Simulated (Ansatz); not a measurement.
# F2GeH4OSi: how energies converge with the basis set

The task here is to estimate one member of a computed series from the others.

Program: Ansatz 0.2.0, Gaussian basis. Level of theory: one geometry, several basis sets. These are calculated values, not measurements.

Plan: PBE0-D4/def2-SVP; ωB97M-V/def2-SVP; ωB97M-V/def2-QZVPP; the functionals' def2-TZVPP values are taken from earlier runs.

2 further runs of the same task are left out: 2 that didn't finish.

### The relaxed structure

The geometry comes from an earlier relaxation with PBE0-D4 in a triple-zeta def2 set; it is a stationary point, not always the lowest conformer.

SMILES `[F][GeH]([F])[O][SiH3]`, 9 atoms, charge 0, spin multiplicity 1.

Atoms are counted from 1 here; the program's logs count them from 0.

Bond lengths: F1–Ge2 1.717 Å, Ge2–F3 1.718 Å, Ge2–O4 1.730 Å, Ge2–H6 1.517 Å, O4–Si5 1.652 Å, Si5–H7 1.485 Å, Si5–H8 1.483 Å, Si5–H9 1.483 Å. Angles: F1–Ge2–F3 104.7°, F1–Ge2–O4 108.4°, F1–Ge2–H6 111.1°, F3–Ge2–O4 108.3°, F3–Ge2–H6 111.3°, O4–Ge2–H6 112.7°, Ge2–O4–Si5 137.1°, O4–Si5–H7 110.5°, O4–Si5–H8 107.9°, O4–Si5–H9 108.9°, H7–Si5–H8 110.0°, H7–Si5–H9 109.7°, H8–Si5–H9 109.8°.

The first run:

in.yaml

```yaml
crystal:
  periodic: [false, false, false]
  atoms:
    - {symbol: F, position_ang: [1.781724, -1.296709, -1.079123]}
    - {symbol: Ge, position_ang: [1.497939, -0.386371, 0.349209]}
    - {symbol: F, position_ang: [2.068375, 1.191904, -0.019415]}
    - {symbol: O, position_ang: [-0.209627, -0.300153, 0.610195]}
    - {symbol: Si, position_ang: [-1.527291, 0.301746, -0.184112]}
    - {symbol: H, position_ang: [2.241763, -0.978120, 1.531401]}
    - {symbol: H, position_ang: [-1.172480, 0.663432, -1.579573]}
    - {symbol: H, position_ang: [-2.577051, -0.745071, -0.182214]}
    - {symbol: H, position_ang: [-2.014752, 1.503042, 0.536532]}
basis:
  gaussian: {orbitals: def2-SVP}
hamiltonian: {xc: pbe0, dispersion: d4}
output: {orbitals: {seedname: orbitals}}
```

Steps of the session up to this table: PBE0-D4 in def2-SVP; ωB97M-V in def2-SVP; ωB97M-V in def2-QZVPP.

One table of the session follows, with a row left open; its other results are not shown here.

| functional | basis | HOMO (eV) | LUMO (eV) |
| --- | --- | --- | --- |
| PBE0-D4 | def2-SVP | -9.18 | -0.17 |
| PBE0-D4 | def2-TZVPP | -9.25 | -0.48 |
| ωB97M-V | def2-SVP | ? | ? |
| ωB97M-V | def2-TZVPP | -11.55 | 1.35 |
| ωB97M-V | def2-QZVPP | -11.57 | 1.11 |

Q: Estimate the row for ωB97M-V, def2-SVP from the others.

**Answer.** HOMO (eV): -11.44; LUMO (eV): 1.85. In the column «HOMO (eV)» it lies between ωB97M-V, def2-TZVPP (-11.55) and PBE0-D4, def2-TZVPP (-9.25).
